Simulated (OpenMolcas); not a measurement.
# Pd²⁺ among point charges: CASSCF and CASPT2 levels and susceptibility

Aim: the splitting of the states of Pd²⁺ in the field of 8 point charges, its lowest levels with spin-orbit coupling and its magnetic susceptibility.

The numbers are computed with OpenMolcas 26.06 (state-averaged CASSCF and CASPT2, spin-orbit coupling by RASSI with atomic mean-field integrals), except any that are marked as measured or tabulated.

**1. What is computed**

```
Species                           : Pd²⁺ (palladium, Z = 46, 44 electrons)
Basis                             : ANO-RCC-VDZP [6s5p3d1f], 43 functions
Scalar Hamiltonian                : DKH2, point nucleus
Inactive shells                   : 1s 2s 2p 3s 3p 3d 4s 4p
Active space                      : 8 electrons in 5 orbitals (4d)
Some configurations of this space : 4d8
Orbitals                          : optimised for each spin and parity, averaged over all roots
```

Outer shells as boxes (Hund's rule):

4d8
```
4d [↑↓][↑↓][↑↓][↑ ][↑ ]
```

The ion sits among 8 point charges of -1.2 e arranged as a cube (Oh), 2.41 Å from the ion.

Each step is its own input file, run in one work folder so that later steps find the files of earlier ones. Labels, J, g values, rates, χT and fits are worked out afterwards by a script from the matrices that RASSI stores. The input lists half of the charges; inversion (Group=XYZ) makes the rest.

**2. GATEWAY and SEWARD: basis and integrals**

a.inp

```
&GATEWAY
Coord
1

Pd 0.0 0.0 0.0
Basis=ANO-RCC-VDZP
Group=XYZ
NoMove
AngMom=0.0 0.0 0.0
AMFI
XField
4 Angstrom 0
1.391414 1.391414 1.391414 -1.200000
1.391414 1.391414 -1.391414 -1.200000
1.391414 -1.391414 1.391414 -1.200000
1.391414 -1.391414 -1.391414 -1.200000
&SEWARD
```

Command:

```console
> OMP_NUM_THREADS=1 MOLCAS_MEM=1689 MOLCAS_PROJECT=a pymolcas a.inp > a.log
```

**3. CASSCF: triplets of even parity, 10 roots**

a.inp

```
&RASSCF
FileOrb=start.orb
Symmetry=1
Spin=3
nActEl=8 0 0
Inactive=9 9
Ras2=5 0
CIRoot=10 10 1
SDav=10
CIMx=300
Iter=120 100
PrWF=0.3
OrbListing=Nothing
MaxOrb=0
>>> COPY $Project.JobIph JOB001
```

start.orb holds the contracted functions of the basis, ordered by shell, or the orbitals of the step before.

**4. Reference wave functions, singlets of even parity, 15 roots**

a.inp

```
&RASSCF
FileOrb=start.orb
Symmetry=1
Spin=1
nActEl=8 0 0
Inactive=9 9
Ras2=5 0
CIRoot=15 15 1
SDav=15
CIMx=300
Iter=120 100
PrWF=0.3
OrbListing=Nothing
MaxOrb=0
>>> COPY $Project.JobIph JOB002
```

**5. State interaction with spin-orbit coupling**

a.inp

```
&RASSI
NrOfJobIphs=2 10 15
1 2 3 4 5 6 7 8 9 10
1 2 3 4 5 6 7 8 9 10 11 12 13 14 15
IphNames
JOB001
JOB002
EJob
SpinOrbit
DIPRint=1.0
SOCoupling=1000.0
Subsets=2
Property=9
'ANGMOM' 1 'ANGMOM' 2 'ANGMOM' 3 'MLTPL  1' 1 'MLTPL  1' 2 'MLTPL  1' 3
'AMFI' 1 'AMFI' 2 'AMFI' 3
SOProperty=3
'ANGMOM' 1 'ANGMOM' 2 'ANGMOM' 3
```

**6. CASPT2: IPEA 0.25, imaginary shift 0.1 (closed shells correlated: 4s 4p)**

a.inp

```
>>> COPY JOB001 $Project.JobIph
&CASPT2
Multistate=10 1 2 3 4 5 6 7 8 9 10
NoMult
Frozen=8 6
IPEA=0.25
Imaginary=0.1
MaxIter=60
WThr=0.0 0.3 0.05
PrWF=0.5
NoMix
>>> COPY JOB002 $Project.JobIph
&CASPT2
Multistate=15 1 2 3 4 5 6 7 8 9 10 11 12 13 14 15
NoMult
Frozen=8 6
IPEA=0.25
Imaginary=0.1
MaxIter=60
WThr=0.0 0.3 0.05
PrWF=0.5
NoMix
```

(Steps that only read results are left out.)

What does the calculation give? Wanted: spin-free ground state; first state of the same spin within the active space; lowest level; next level.

The runs gave:

| quantity | value |
| --- | --- |
| method | SS-CASPT2, IPEA 0.25, imaginary shift 0.1 (closed shells correlated: 4s 4p) |
| spin-free ground state | 3T1, 3-fold in its orbital part |
| first state of the same spin within the active space | 3T2 at 2160 cm⁻¹ |
| lowest level | 1-fold A1 |
| next level | 551.2 cm⁻¹ |
| χT at 300 K | 2.51 cm³ K/mol |
| effective moment at 300 K | 4.48 μB |

Cost by method:

| method | time of its own steps | time with the reference |
| --- | --- | --- |
| A. CASSCF | 5.3 s | 5.3 s |
| B. SS-CASPT2, IPEA 0.25, imaginary shift 0.1, +4s 4p | 2 s | 7.2 s |

Times are of one thread on a shared host.

The spin-free ground state (3T1) comes to 100 % from free-ion F terms and keeps the highest spin of the shell. χT at 300 K is 2.51, against 1.00 cm³ K/mol for the spin alone, so orbital moment adds to it. A ligand-field fit to the states below 45000 cm-1 gives 10Dq = -3181 cm-1, B = 823 cm-1 and C = 3079 cm-1 (C/B = 3.74), with a deviation of 443 cm-1. CASPT2 does not keep the components of a term degenerate, and the means are used. The field of point charges can differ much from that of real complexes. Point charges carry no covalency, so the field is a model and not that of real ligands.
